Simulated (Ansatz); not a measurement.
# CHBGe: the cost of one run

Computed with Ansatz 0.2.0, Gaussian basis. Level: cc-pVTZ, all electrons in the functionals, frozen cores in the correlation of double hybrids and RPA.

The runs, in order: PBE, r2SCAN, PBE0, B3LYP, wB97M-V, B2PLYP, RPA-PBE, at charge 0, singlet; charge 1, doublet.

3 further runs of the same task are left out: 3 set aside as unsound or not needed.

### Step 1. What is computed

The geometry is a PBE0/def2-TZVP stationary point (not a proven minimum). No spin-orbit coupling is included. The filled d shell of Ge may be among the frozen orbitals whatever the setting's name suggests; the logs give the count.

4 atoms, charge 0, spin multiplicity 1.

Atoms are counted from 1 here; the program's logs count them from 0.

Bond lengths: C1–B2 1.480 Å, C1–Ge3 1.701 Å, Ge3–H4 1.527 Å. Angles: B2–C1–Ge3 112.1°, C1–Ge3–H4 171.3°.

No dispersion term is added; wB97M-V holds VV10 nonlocal correlation. B3LYP takes the VWN-RPA correlation.

The geometry shown and the zero of energy belong to the point charge 0, singlet. The yardstick, UCCSD(T), and other wave-function levels (R restricted, U unrestricted, valence and pair active spaces) come from earlier runs.

### Step 2. PBE, charge 0, singlet

Contents of in.yaml:

```yaml
crystal:
  periodic: [false, false, false]
  atoms:
    - {symbol: C, position_ang: [0.000000, -0.581256, 1.120016]}
    - {symbol: B, position_ang: [0.000000, 0.510830, 2.119260]}
    - {symbol: Ge, position_ang: [0.000000, 0.009671, -0.475467]}
    - {symbol: H, position_ang: [0.000000, 0.750227, -1.811225]}
basis:
  gaussian: {orbitals: cc-pVTZ}
magnetization: {spin_polarized: true, initial_magnetization: 0}
hamiltonian: {xc: {name: PBE}}
output: {orbitals: {seedname: orbitals}}
```

Started as:

```bash
> ansatz run in.yaml --threads 1 --pin off --events-out ev --progress --plain --max-ram 4096MiB --backend cpu
```

**Question.** How long does this run take on 1 thread of AMD EPYC 7R13, shared host, and how much memory does it need?

About 14 s, with a peak of 0.27 GiB.
